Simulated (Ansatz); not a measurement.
# Zn3BH3: a trial structure relaxed

Aim: relax a trial structure of Zn3BH3 and see where it ends.

Program: Ansatz 0.2.0. Level of theory: DFT PBE, scalar-relativistic, plane waves, PAW. These are calculated values, not measurements.

## 1. Starting point

The structure is cubic, space group Pm-3m (No. 221). The conventional cell has a = 4.201 Å, b = 4.201 Å, c = 4.201 Å, α = 90.00°, β = 90.00°, γ = 90.00°. Around Zn (site symmetry 4/mmm) lie 4 H at 2.10 Å. B (site symmetry m-3m) has 6 H at 2.10 Å as nearest neighbours. H (site symmetry 4/mmm) has 4 Zn at 2.10 Å and 2 B at 2.10 Å as nearest neighbours.

Structure file:

```xyz
7
Lattice="4.2006 0.0000 0.0000 0.0000 4.2006 0.0000 0.0000 0.0000 4.2006" Properties=species:S:1:pos:R:3 pbc="T T T"
Zn    0.0000    2.1003    2.1003
Zn    2.1003    0.0000    2.1003
Zn    2.1003    2.1003    0.0000
B     0.0000    0.0000    0.0000
H     2.1003    0.0000    0.0000
H     0.0000    2.1003    0.0000
H     0.0000    0.0000    2.1003
```

The cell is invented: random cell by space group and Wyckoff sites (Pm-3m, No. 221). Lengths come from tabulated atomic sizes and are only a guess.

## 2. The guess as it stands, on a coarse mesh

The input, input.yaml:

```yaml
crystal:
  lattice:
    - [4.20059368, 0.0, 0.0]
    - [0.0, 4.20059368, 0.0]
    - [0.0, 0.0, 4.20059368]
  atoms:
    - { symbol: Zn, position: [0.0, 0.5, 0.5] }
    - { symbol: Zn, position: [0.5, 0.0, 0.5] }
    - { symbol: Zn, position: [0.5, 0.5, 0.0] }
    - { symbol: B, position: [0.0, 0.0, 0.0] }
    - { symbol: H, position: [0.5, 0.0, 0.0] }
    - { symbol: H, position: [0.0, 0.5, 0.0] }
    - { symbol: H, position: [0.0, 0.0, 0.5] }
basis:
  ecutwfc: 420
kpoints:
  mp_grid: { grid: [4, 4, 4] }
hamiltonian:
  xc: pbe
scf:
  occupations: { method: gaussian, width: 0.1 }
  lower_state_search: "off"
output:
  forces: true
  stress: true
  eigenvalues: true
```

Command:

```console
$ ansatz run input.yaml --threads 1 --pin off --max-ram 2048MiB --backend cpu --events-out ev --progress --plain --runs-dir out
```

Further runs follow: rough relaxation on the coarse mesh; full relaxation.

What does the calculation give? Wanted: conventional cell; volume; energy over the elements; gap on the mesh.

The runs gave:

| quantity | value |
| --- | --- |
| symmetry at the end (tolerance 0.05 Å) | space group Pm-3m (No. 221) |
| conventional cell | a = 4.027 Å, b = 4.027 Å, c = 4.027 Å, α = 90.00°, β = 90.00°, γ = 90.00° |
| volume | 9.33 Å³/atom |
| energy over the elements (uncorrected; H, N, O, F and Cl as molecules) | +0.89 eV/atom |
| gap on the mesh | none (metal) |

The space group Pm-3m (No. 221) is kept, and the volume per atom shrinks by 11.9 % from the first guess. With a positive formation energy it can't be a ground state. No finished test with a distortion of lower symmetry is shown, so the end may be a saddle point.
